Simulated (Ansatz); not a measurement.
Crystal: Sn3Te.

```
Te Sn
1.0
    -2.30090    2.30090    5.51649
     2.30090   -2.30090    5.51649
     2.30090    2.30090   -5.51649
Te Sn
1 3
Direct
  0.00000 0.00000 0.00000
  0.50000 0.50000 0.00000
  0.25000 0.75000 0.50000
  0.75000 0.25000 0.50000
```

The cell comes from a database or a generator and needn't be the stable form of this composition.

A run of Ansatz 0.2.0 on this cell left the log below. Logs are shortened: lines on timing, memory, paths and dates and some standing lists are left out, and cuts for length are marked.

```text
Warning: RAYON_NUM_THREADS=2 ignored (pool sized by the plan → 2); use --threads N
LAPW: plane waves up to 6.494 Å⁻¹, error target 2.0e-3 eV per atom; small_component_spin mean_spin; Sn in spheres of 1.627 Å, 22 of its electrons in bands, Dirac shells []; Te in spheres of 1.627 Å, 24 of its electrons in bands, Dirac shells [] (how accurate: hamiltonian.pseudopotentials.lapw.basis_error, Limitations)
Engine: ansatz 0.2.0, aarch64-unknown-linux-gnu
Pseudopotentials: kind: all_electron
Pseudopotential: Te, LAPW, valence charge 24, lapw/all_electron/scalar/gaussian/Te, Koelling and Harmon's equation, gaussian nucleus
Pseudopotential: Sn, LAPW, valence charge 22, lapw/all_electron/scalar/gaussian/Sn, Koelling and Harmon's equation, gaussian nucleus
Functional definition: PBEsol
  exchange = pbesol_x
  correlation = pbesol_c
Crystal: 4 atoms, lattice volume = 116.821 Å³
Basis set: ecut = 160.67511706469463 eV, 551 PW (Γ), FFT grids on a1+a3, a2+a3, a3, exchange–correlation at level 2
[... 34 lines left out ...]
  E_electrostatic = -1396099.410398  (all electrons and nuclei)
  E_smearing   = -0.016953  (= −TS)
  E_closure    = 0.000000  (closes the sum)
  E_atoms      = -688834.826459  (free atoms, spherical and without spin; not in F)
  Σ components = -688850.875158   (vs F -688850.875158, Δ=0.00e0)
  Basis errors (estimates in eV, not in F): energy 5.2e-4 per atom: plane waves 4.7e-4 (2.5e-4 summed), levels above the bands 4.1e-46, relativity 4.9e-9, radial functions 5.2e-5, core shells 7.3e-10; eigenvalues (radial functions only) 4.1e-6; not estimated: angular momenta, meshes, grids; target (lapw.basis_error) 2.0e-3; muffin-tin radii Sn 1.627 Å, Te 1.627 Å
--- Forces (eV/Å), atoms counted from 1 ---
  atom   1  Te    -0.00000000     0.00000000     0.00000000
  atom   2  Sn    -0.00000000     0.00000000    -0.00000000
  atom   3  Sn     0.00000000    -0.00000000     0.00000000
  atom   4  Sn    -0.00000000     0.00000000     0.00000000
  max |Σ_I F_I| component: 2.17e-19 eV/Å
--- Stress (GPa, compression-positive) ---
       -3.002642       0.000000       0.000000
        0.000000      -3.002642       0.000000
        0.000000       0.000000      -3.112324
  P = ⅓ Tr σ = -3.0392 GPa (-30.392 kbar)
--- Band table (eV; the first three rows and the last of 59) ---
  k-point 0: bands = ["-146.8147", "-116.7041", "-116.6685", "-116.6683", "-96.9181", "-96.9181", "-96.9150", "-72.5428", "-72.5428", "-72.5393", "-72.5390", "-72.5234", "-72.4813", "-72.4813", "-72.4787", "-72.4787", "-24.3558", "-24.3540", "-24.3495", "-24.3488", "-24.3488", "-8.9267", "-8.8926", "-8.8545", "-8.8512", "-8.8460", "-8.8460", "-8.8425", "-8.8425", "-8.8347", "-8.8266", "-8.7806", "-8.7668", "-8.7668", "-8.7006", "-8.6234", "0.4017", "4.3530", "7.1874", "7.9298", "8.6399", "9.6416", "9.6416", "11.0981", "11.0981", "12.3709", "13.1010", "15.3636", "15.3636", "17.8853", "18.9658", "18.9658", "19.0898", "19.1026"]
  k-point 1: bands = ["-146.8147", "-116.7041", "-116.6685", "-116.6683", "-96.9181", "-96.9181", "-96.9150", "-72.5428", "-72.5428", "-72.5393", "-72.5390", "-72.5234", "-72.4813", "-72.4809", "-72.4791", "-72.4787", "-24.3558", "-24.3538", "-24.3494", "-24.3488", "-24.3488", "-8.9113", "-8.8794", "-8.8563", "-8.8556", "-8.8481", "-8.8463", "-8.8448", "-8.8302", "-8.8221", "-8.8203", "-8.7882", "-8.7769", "-8.7670", "-8.7091", "-8.6455", "0.5573", "4.3664", "6.7795", "7.8318", "8.1474", "9.1390", "10.1858", "10.6447", "12.4033", "13.4162", "13.5098", "13.7572", "15.6705", "17.1261", "17.4839", "19.1169", "19.2767", "19.6585"]
  k-point 2: bands = ["-146.8147", "-116.7041", "-116.6684", "-116.6683", "-96.9181", "-96.9181", "-96.9150", "-72.5428", "-72.5428", "-72.5393", "-72.5391", "-72.5234", "-72.4814", "-72.4801", "-72.4799", "-72.4786", "-24.3559", "-24.3535", "-24.3493", "-24.3488", "-24.3488", "-8.8998", "-8.8682", "-8.8543", "-8.8511", "-8.8497", "-8.8497", "-8.8167", "-8.8128", "-8.8098", "-8.8069", "-8.8047", "-8.7892", "-8.7706", "-8.7296", "-8.6863", "0.9692", "4.3669", "6.5815", "6.8193", "8.3166", "8.6093", "9.3669", "10.5408", "13.1419", "14.3146", "14.4952", "14.7728", "14.8613", "16.2601", "16.5223", "19.3126", "19.4009", "19.5734"]
  k-point 58: bands = ["-146.8147", "-116.7041", "-116.6685", "-116.6683", "-96.9181", "-96.9181", "-96.9150", "-72.5428", "-72.5428", "-72.5393", "-72.5390", "-72.5234", "-72.4813", "-72.4813", "-72.4787", "-72.4787", "-24.3558", "-24.3540", "-24.3495", "-24.3487", "-24.3487", "-8.9244", "-8.8894", "-8.8871", "-8.8871", "-8.8661", "-8.8636", "-8.8534", "-8.7994", "-8.7856", "-8.7856", "-8.7816", "-8.7816", "-8.7691", "-8.7010", "-8.6234", "0.7659", "3.1656", "6.5063", "8.4822", "8.9886", "8.9886", "11.6429", "12.5573", "12.5573", "13.2224", "14.2398", "14.6998", "16.1832", "16.1832", "16.7050", "16.8690", "17.3926", "17.3926"]
```

Problem. What input gives this log?

Solution. Band structure with PBEsol, no spin polarisation. The files as run (others can give the same):

input.yaml
```yaml
crystal:
  lattice:
    - [-2.300904, 2.300904, 5.516494]
    - [2.300904, -2.300904, 5.516494]
    - [2.300904, 2.300904, -5.516494]
  atoms:
    - { symbol: Te, position: [0.0, 0.0, 0.0] }
    - { symbol: Sn, position: [0.5, 0.5, 0.0] }
    - { symbol: Sn, position: [0.25, 0.75, 0.5] }
    - { symbol: Sn, position: [0.75, 0.25, 0.5] }
kpoints:
  mp_grid: { grid: [8, 8, 8] }
  band_path:
    path:
      - [0.0, 0.0, 0.0]
      - [0.5, -0.5, 0.0]
      - [0.5, -0.5, 0.0869842658]
      - [0.2934921329, -0.2934921329, 0.2934921329]
      - [0.0, 0.0, 0.0]
      - [0.5, 0.5, -0.5]
      - [0.7065078671, 0.2934921329, -0.2934921329]
      - [0.5, 0.0, 0.0]
    npoints: 12
scf:
  occupations: { method: fermi_dirac, width: 0.05 }
hamiltonian:
  xc: pbesol
  pseudopotentials: { kind: all_electron, lapw: { basis_error: 0.002 } }
output:
  forces: true
  stress: true
  eigenvalues: true
```

Potentials or basis: all-electron LAPW, scalar-relativistic.
Run with:
```console
$ ansatz run input.yaml --threads 2 --pin off --max-ram 8192MiB --backend cpu --events-out ev --progress --plain --runs-dir out
```

Caveat: spin-orbit coupling is left out, which moves the levels of the heavy elements.
